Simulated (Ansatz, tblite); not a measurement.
# Sn10H16 hole sphere (Sn10H16): a ladder of methods and basis sets

How do method and basis change the picture of Sn10H16 hole sphere (Sn10H16) (singlet)?

Method: as each input shows; program: Ansatz 0.2.0, Gaussian basis.

Levels to be run: GFN1-xTB, GFN2-xTB, PBE-D4/def2-TZVP, r2SCAN-D4/def2-TZVP, LC-ωPBE/def2-TZVP, ωB97M-V/def2-TZVP, revPBE-D4/def2-TZVP, LC-ωPBE(0.10)/def2-SVP, LC-ωPBE(0.15)/def2-SVP, LC-ωPBE(0.20)/def2-SVP, LC-ωPBE(0.30)/def2-SVP, PBE-D4/def2-SVP, PBE0-D4/def2-SVP, MP2/def2-TZVP, RPA/def2-TZVP.

2 further runs of the same task are left out: 1 that didn't finish, 1 set aside as unsound or not needed.

### 1 The structure

The singlet was relaxed beforehand with PBE-D4/def2-SVP.

26 atoms, charge 0, spin multiplicity 1.

Bond lengths: Sn1–Sn5 2.816 Å, Sn1–Sn7 2.815 Å, Sn1–Sn8 2.816 Å, Sn1–H11 1.741 Å, Sn2–Sn6 2.816 Å, Sn2–Sn7 2.815 Å, Sn2–Sn9 2.815 Å, Sn2–H12 1.743 Å, Sn3–Sn5 2.816 Å, Sn3–Sn6 2.816 Å, Sn3–Sn10 2.815 Å, Sn3–H13 1.743 Å, Sn4–Sn8 2.815 Å, Sn4–Sn9 2.816 Å, Sn4–Sn10 2.816 Å, Sn4–H14 1.741 Å, Sn5–H15 1.737 Å, Sn5–H16 1.737 Å and more. Angles: Sn5–Sn1–Sn7 109.4°, Sn5–Sn1–Sn8 109.4°, Sn5–Sn1–H11 109.6°, Sn7–Sn1–Sn8 109.5°, Sn7–Sn1–H11 109.6°, Sn8–Sn1–H11 109.4°, Sn6–Sn2–Sn7 109.3°, Sn6–Sn2–Sn9 109.4°, Sn6–Sn2–H12 109.8°, Sn7–Sn2–Sn9 109.2°, Sn7–Sn2–H12 109.6°, Sn9–Sn2–H12 109.5°, Sn5–Sn3–Sn6 109.3°, Sn5–Sn3–Sn10 109.3°, Sn5–Sn3–H13 109.6°, Sn6–Sn3–Sn10 109.2°, Sn6–Sn3–H13 109.7°, Sn10–Sn3–H13 109.7° and more.

As a file:

```mol
H16Sn10
  3D, bonds by distance, orders not assigned

 26 28  0  0  0  0  0  0  0  0999 V2000
   -1.6249    1.6236   -1.6298 Sn  0  0
    1.6308   -1.6311   -1.6262 Sn  0  0
   -1.6313   -1.6292    1.6290 Sn  0  0
    1.6256    1.6301    1.6265 Sn  0  0
   -3.2492   -0.0024   -0.0031 Sn  0  0
    0.0011   -3.2485    0.0035 Sn  0  0
    0.0024   -0.0062   -3.2493 Sn  0  0
   -0.0033    3.2504   -0.0009 Sn  0  0
    3.2475    0.0039   -0.0025 Sn  0  0
   -0.0031    0.0017    3.2463 Sn  0  0
   -2.6287    2.6299   -2.6359 H   0  0
    2.6415   -2.6349   -2.6306 H   0  0
   -2.6395   -2.6348    2.6338 H   0  0
    2.6286    2.6362    2.6335 H   0  0
   -4.2777   -0.9940   -0.9916 H   0  0
   -4.2804    0.9886    0.9829 H   0  0
   -0.9920   -4.2720   -0.9882 H   0  0
    0.9871   -4.2843    0.9891 H   0  0
   -0.9894   -0.9951   -4.2765 H   0  0
    0.9914    0.9808   -4.2816 H   0  0
    0.9877    4.2772   -0.9926 H   0  0
   -0.9960    4.2821    0.9828 H   0  0
    4.2671    0.9976   -0.9998 H   0  0
    4.2896   -0.9750    0.9845 H   0  0
   -0.9951    0.9879    4.2769 H   0  0
    0.9865   -0.9903    4.2736 H   0  0
  1  5  8  0
  1  7  8  0
  1  8  8  0
  1 11  8  0
  2  6  8  0
  2  7  8  0
  2  9  8  0
  2 12  8  0
  3  5  8  0
  3  6  8  0
  3 10  8  0
  3 13  8  0
  4  8  8  0
  4  9  8  0
  4 10  8  0
  4 14  8  0
  5 15  8  0
  5 16  8  0
  6 17  8  0
  6 18  8  0
  7 19  8  0
  7 20  8  0
  8 21  8  0
  8 22  8  0
  9 23  8  0
  9 24  8  0
 10 25  8  0
 10 26  8  0
M  END
```

Sn takes a core potential in the def2 sets. No spin-orbit coupling is included.

PBE0-D4/def2-TZVP was run before; its log isn't repeated, and its numbers join the tables.

### 2 GFN1-xTB

Tight binding, by tblite at 300 K electronic temperature and without a spin-polarisation term:

```python
tblite.interface.Calculator('GFN1-xTB', numbers, positions, charge=0, uhf=0).singlepoint()
```

Energy -920.6336 eV, HOMO -10.61 eV, LUMO -8.30 eV; 0.043 s.

### 3 GFN2-xTB

Tight binding, by tblite at 300 K electronic temperature and without a spin-polarisation term:

```python
tblite.interface.Calculator('GFN2-xTB', numbers, positions, charge=0, uhf=0).singlepoint()
```

Energy -798.1076 eV, HOMO -10.89 eV, LUMO -9.21 eV; 0.061 s.

### 4 PBE-D4/def2-TZVP

start.molden holds the orbitals of an earlier run on this state, given as this run's starting guess.

in.yaml

```yaml
crystal:
  periodic: [false, false, false]
  atoms:
    - {symbol: Sn, position_ang: [-1.624925, 1.623576, -1.629804]}
    - {symbol: Sn, position_ang: [1.630760, -1.631128, -1.626164]}
    - {symbol: Sn, position_ang: [-1.631311, -1.629150, 1.629022]}
    - {symbol: Sn, position_ang: [1.625560, 1.630064, 1.626492]}
    - {symbol: Sn, position_ang: [-3.249165, -0.002429, -0.003086]}
    - {symbol: Sn, position_ang: [0.001058, -3.248513, 0.003456]}
    - {symbol: Sn, position_ang: [0.002397, -0.006170, -3.249268]}
    - {symbol: Sn, position_ang: [-0.003348, 3.250363, -0.000865]}
    - {symbol: Sn, position_ang: [3.247452, 0.003905, -0.002458]}
    - {symbol: Sn, position_ang: [-0.003057, 0.001716, 3.246263]}
    - {symbol: H, position_ang: [-2.628720, 2.629916, -2.635880]}
    - {symbol: H, position_ang: [2.641493, -2.634882, -2.630557]}
    - {symbol: H, position_ang: [-2.639512, -2.634785, 2.633754]}
    - {symbol: H, position_ang: [2.628638, 2.636226, 2.633549]}
    - {symbol: H, position_ang: [-4.277652, -0.994002, -0.991569]}
    - {symbol: H, position_ang: [-4.280423, 0.988644, 0.982913]}
    - {symbol: H, position_ang: [-0.991960, -4.271989, -0.988157]}
    - {symbol: H, position_ang: [0.987097, -4.284339, 0.989080]}
    - {symbol: H, position_ang: [-0.989383, -0.995141, -4.276528]}
    - {symbol: H, position_ang: [0.991375, 0.980849, -4.281606]}
    - {symbol: H, position_ang: [0.987746, 4.277172, -0.992551]}
    - {symbol: H, position_ang: [-0.995973, 4.282075, 0.982753]}
    - {symbol: H, position_ang: [4.267136, 0.997562, -0.999828]}
    - {symbol: H, position_ang: [4.289588, -0.974965, 0.984492]}
    - {symbol: H, position_ang: [-0.995079, 0.987927, 4.276906]}
    - {symbol: H, position_ang: [0.986509, -0.990301, 4.273642]}
basis:
  gaussian: {orbitals: def2-TZVP, fitting: {mean_field: def2-universal-jkfit}, initial_orbitals: start.molden}
hamiltonian: {xc: pbe, dispersion: d4}
scf: {omitted_lower_state_checks: [starts]}
output: {forces: true, orbitals: {seedname: orbitals}}
```

Run with:

```
ansatz run in.yaml --threads 2 --pin off --events-out ev --progress --plain --max-ram 32768MiB --backend cuda --devices 0, --max-vram 18GiB
```

Further steps of the session: r2SCAN-D4/def2-TZVP; LC-ωPBE/def2-TZVP; ωB97M-V/def2-TZVP; revPBE-D4/def2-TZVP; LC-ωPBE(0.10)/def2-SVP; LC-ωPBE(0.15)/def2-SVP; LC-ωPBE(0.20)/def2-SVP; LC-ωPBE(0.30)/def2-SVP; PBE-D4/def2-SVP; PBE0-D4/def2-SVP; MP2/def2-TZVP; RPA/def2-TZVP.

Before running them: what should the planned runs give, taken together? Wanted: gap in def2-TZVP, named functionals, smallest and largest; gap over the ω; correlation energy, MP2/def2-TZVP; binding an atom, functionals in def2-TZVP; PBE0 total energy, smallest basis above largest.

**Answer**, as computed:

| quantity | value |
| --- | --- |
| gap in def2-TZVP, named functionals, smallest and largest | 3.66 eV (PBE-D4), 9.49 eV (LC-ωPBE) |
| gap over the ω (1/bohr) | 6.37 eV at 0.1, 8.98 eV at 0.3 |
| correlation energy, MP2/def2-TZVP | -88.24 eV |
| binding an atom, functionals in def2-TZVP | 2.33 (revPBE-D4) to 2.42 eV (r2SCAN-D4) |
| PBE0 total energy, smallest basis above largest | 1.90 eV (def2-SVP, def2-TZVP) |

What this shows: Orbital gaps of the named functionals in def2-TZVP span 3.66 eV (PBE-D4) to 9.49 eV (LC-ωPBE); exact exchange widens it. Raising the ω (1/bohr) from 0.1 to 0.3 moves the HOMO by -1.35 eV and the LUMO by +1.26 eV.
